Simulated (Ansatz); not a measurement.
# NiI2: the cost of one run

Method: DFT PBEsol, scalar-relativistic, plane waves, PAW, in Ansatz 0.2.0.

The COD entry's cell or inner coordinates are ideal or old and differ from later refinements, so a difference from it is no clean test against experiment.

### 1 The system as given

Symmetry: R-3m, No. 166, trigonal system. The conventional cell has a = 3.922 Å, b = 3.922 Å, c = 19.808 Å, α = 90.00°, β = 90.00°, γ = 120.00°. Ni (site symmetry -3m) is surrounded by 6 I at 2.74 Å. Around I (site symmetry 3m) lie 3 Ni at 2.74 Å.

As a file:

```cif
data_structure
_symmetry_space_group_name_H-M 'R-3m:H'
_symmetry_Int_Tables_number 166
_cell_length_a 3.9220
_cell_length_b 3.9220
_cell_length_c 19.8080
_cell_angle_alpha 90.000
_cell_angle_beta 90.000
_cell_angle_gamma 120.000
_cell_volume 263.87
loop_
_atom_site_label
_atom_site_type_symbol
_atom_site_symmetry_multiplicity
_atom_site_Wyckoff_symbol
_atom_site_fract_x
_atom_site_fract_y
_atom_site_fract_z
_atom_site_occupancy
Ni1 Ni 3 a 0.00000 0.00000 0.00000 1
I1 I 6 c 0.33333 0.66667 0.92167 1
```

The structure rests on an entry of the Crystallography Open Database; cell or positions may have been set otherwise for this series.

### 2 Single point: NiI2

File input.yaml:

```yaml
crystal:
  lattice:
    - [1.961, 1.1321838779, 6.6026666667]
    - [-1.961, 1.1321838779, 6.6026666667]
    - [0.0, -2.2643677558, 6.6026666667]
  atoms:
    - { symbol: Ni, position: [0.0, 0.0, 0.0], spin: 2.0, spin_axis: [1.0, 0.0, 0.0] }
    - { symbol: I, position: [0.255, 0.255, 0.255] }
    - { symbol: I, position: [0.745, 0.745, 0.745] }
scf:
  occupations: { method: gaussian, width: 0.02 }
output:
  populations: true
hamiltonian:
  xc: pbesol
magnetization:
  noncollinear: true
  spin_spiral: { q: [0.0, 0.0, 0.0] }
kpoints:
  mp_grid: { grid: [9, 9, 9] }
```

Command:

```
$ ansatz run input.yaml --threads 4 --pin off --max-ram 10240MiB --backend cpu --events-out ev --progress --plain --runs-dir out
```

What time and memory should one allow on 4 threads of Arm Neoverse V2, shared host?

About 76 s, with a peak of 1.1 GiB.
